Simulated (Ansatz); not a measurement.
# CH3NOSi: small, medium and large basis sets

An exercise on one series of results from a longer session: the logs are not shown, and one member is left open.

Program: Ansatz 0.2.0, Gaussian basis. Level of theory: one geometry, several basis sets. These are calculated values, not measurements.

The runs, in order: PBE0-D4/def2-SVP; ωB97M-V/def2-SVP; PBE0-D4/def2-QZVPP; ωB97M-V/def2-QZVPP; the functionals' def2-TZVPP values are taken from earlier runs.

### The relaxed structure

The geometry comes from an earlier relaxation with PBE0-D4 in a triple-zeta def2 set; it is a stationary point, not always the lowest conformer.

SMILES `O=C=N[SiH3]`, 7 atoms, charge 0, spin multiplicity 1.

Atoms are counted from 1 here; the program's logs count them from 0.

Bond lengths: O1–C2 1.165 Å, C2–N3 1.190 Å, N3–Si4 1.705 Å, Si4–H5 1.482 Å, Si4–H6 1.482 Å, Si4–H7 1.482 Å. Angles: O1–C2–N3 180.0°, C2–N3–Si4 179.9°, N3–Si4–H5 108.9°, N3–Si4–H6 108.9°, N3–Si4–H7 108.9°, H5–Si4–H6 110.0°, H5–Si4–H7 110.0°, H6–Si4–H7 110.0°.

Set-up of the first run:

in.yaml reads:

```yaml
crystal:
  periodic: [false, false, false]
  atoms:
    - {symbol: O, position_ang: [1.158912, -2.416144, 1.429204]}
    - {symbol: C, position_ang: [0.716576, -1.490786, 0.876393]}
    - {symbol: N, position_ang: [0.264667, -0.545476, 0.311380]}
    - {symbol: Si, position_ang: [-0.383052, 0.810077, -0.495422]}
    - {symbol: H, position_ang: [0.728421, 1.598408, -1.077166]}
    - {symbol: H, position_ang: [-1.134694, 1.634736, 0.479390]}
    - {symbol: H, position_ang: [-1.289530, 0.341086, -1.569478]}
basis:
  gaussian: {orbitals: def2-SVP}
hamiltonian: {xc: pbe0, dispersion: d4}
output: {orbitals: {seedname: orbitals}}
```

Among the steps run: PBE0-D4 in def2-SVP; ωB97M-V in def2-SVP; PBE0-D4 in def2-QZVPP; ωB97M-V in def2-QZVPP.

One of the session's tables, all rows but one given; the rest of the session is left out.

It belongs to the step «Functionals by basis». 

| functional | basis | HOMO (eV) | LUMO (eV) |
| --- | --- | --- | --- |
| PBE0-D4 | def2-SVP | -8.58 | 0.72 |
| PBE0-D4 | def2-TZVPP | ? | ? |
| PBE0-D4 | def2-QZVPP | -8.73 | -0.12 |
| ωB97M-V | def2-SVP | -10.76 | 2.65 |
| ωB97M-V | def2-TZVPP | -10.93 | 1.69 |
| ωB97M-V | def2-QZVPP | -10.95 | 1.16 |

**Question.** Estimate the row for PBE0-D4, def2-TZVPP.

The run gave: HOMO (eV): -8.71; LUMO (eV): 0.10. In the column «HOMO (eV)» it lies between PBE0-D4, def2-QZVPP (-8.73) and PBE0-D4, def2-SVP (-8.58).
